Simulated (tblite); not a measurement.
# C3H9ClGe2O2: the cost of one run

Computed with tblite 0.8.0 and PySCF 2.14.0, with density-fitted response routines of our own, on a single molecule in the gas phase. Atoms count from 0, in the outputs and in this text.

### Step 1. Starting geometry

17 atoms, charge 0, multiplicity 1; geometry from: force field or distance geometry start.

Bonds of the start (Å): C0–O1 1.43, O1–C2 1.39, C2–O3 1.27, C2–Ge4 1.90, Ge4–Ge5 2.35, Ge5–C6 1.93, Ge5–Cl7 2.18, C0–H8 1.09, C0–H9 1.12, C0–H10 1.12, Ge4–H11 1.57, Ge4–H12 1.56, Ge5–H13 1.57, C6–H14 1.09, C6–H15 1.13, C6–H16 1.13.

### Step 2. Relaxing the molecule with GFN2-xTB

What the job is given:

```
{"job": {"kind": "relax", "xc": "GFN2-xTB", "basis": "xTB"}, "charge": 0, "multiplicity": 1}
C      3.572600     0.147900    -0.007000
O      2.305700    -0.393700    -0.380600
C      1.178700     0.384800    -0.618500
O      1.280800     1.645300    -0.522000
Ge    -0.422000    -0.525100    -1.091000
Ge    -2.427100     0.331100    -0.212400
C     -2.356700     0.874700     1.634300
Cl    -3.282000     1.920900    -1.432200
H      3.574700     1.232900     0.025600
H      3.858100    -0.311400     0.975100
H      4.374300    -0.174000    -0.721400
H     -0.530600    -0.437100    -2.659600
H     -0.389700    -2.047900    -0.763800
H     -3.466300    -0.837600    -0.274600
H     -1.440000     1.387900     1.936800
H     -3.284100     1.499000     1.821400
H     -2.553300    -0.036200     2.279900
```

On the command line:

```
> OMP_NUM_THREADS=1 python probes_run.py task.json out
```

One launch serves the whole session: the jobs run in the order shown.

Q: Estimate the wall time and peak memory of this first job on 1 thread of Arm Neoverse N1, shared host.

About 4 s, with a peak of 0.18 GiB.
